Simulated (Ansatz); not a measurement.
# C2HClF2Si: small, medium and large basis sets

An exercise on one series of results from a longer session: the logs are not shown, and one member is left open.

Method: one geometry, several basis sets; program: Ansatz 0.2.0, Gaussian basis.

Plan: PBE0-D4/def2-SVP; ωB97M-V/def2-SVP; PBE0-D4/def2-QZVPP; ωB97M-V/def2-QZVPP; the functionals' def2-TZVPP values are taken from earlier runs.

## Structure used throughout

All runs share one geometry, relaxed beforehand with PBE0-D4 in a triple-zeta def2 set.

SMILES `C#C[Si](F)(F)Cl`, 7 atoms, charge 0, spin multiplicity 1.

Atoms are counted from 1 here; the program's logs count them from 0.

Bond lengths: C1–C2 1.204 Å, C1–H7 1.067 Å, C2–Si3 1.796 Å, Si3–F4 1.574 Å, Si3–F5 1.574 Å, Si3–Cl6 2.013 Å. Angles: C2–C1–H7 179.9°, C1–C2–Si3 179.2°, C2–Si3–F4 110.0°, C2–Si3–F5 110.0°, C2–Si3–Cl6 111.5°, F4–Si3–F5 107.4°, F4–Si3–Cl6 108.9°, F5–Si3–Cl6 108.9°.

Set-up of the first run:

in.yaml reads:

```yaml
crystal:
  periodic: [false, false, false]
  atoms:
    - {symbol: C, position_ang: [0.493997, -1.811541, 0.694795]}
    - {symbol: C, position_ang: [0.205687, -0.737459, 0.233485]}
    - {symbol: Si, position_ang: [-0.226634, 0.873191, -0.432414]}
    - {symbol: F, position_ang: [-1.481308, 0.747352, -1.374354]}
    - {symbol: F, position_ang: [0.960451, 1.432868, -1.301255]}
    - {symbol: Cl, position_ang: [-0.640529, 2.191263, 1.032189]}
    - {symbol: H, position_ang: [0.749538, -2.763774, 1.101753]}
basis:
  gaussian: {orbitals: def2-SVP}
hamiltonian: {xc: pbe0, dispersion: d4}
output: {orbitals: {seedname: orbitals}}
```

Launch:

```
ansatz run in.yaml --threads 4 --pin off --events-out ev --progress --plain --max-ram 10444MiB
```

Steps of the session up to this table: PBE0-D4 in def2-SVP; ωB97M-V in def2-SVP; PBE0-D4 in def2-QZVPP; ωB97M-V in def2-QZVPP.

One of the session's tables, all rows but one given; the rest of the session is left out.

It belongs to the step «Functionals by basis». 

| functional | basis | HOMO (eV) |
| --- | --- | --- |
| PBE0-D4 | def2-SVP | -9.07 |
| PBE0-D4 | def2-TZVPP | -9.12 |
| PBE0-D4 | def2-QZVPP | -9.14 |
| ωB97M-V | def2-SVP | -11.30 |
| ωB97M-V | def2-TZVPP | ? |
| ωB97M-V | def2-QZVPP | -11.40 |

Q: Estimate the row for ωB97M-V, def2-TZVPP from the others.

**Answer.** HOMO (eV): -11.37. In the column «HOMO (eV)» it lies between ωB97M-V, def2-QZVPP (-11.40) and ωB97M-V, def2-SVP (-11.30).
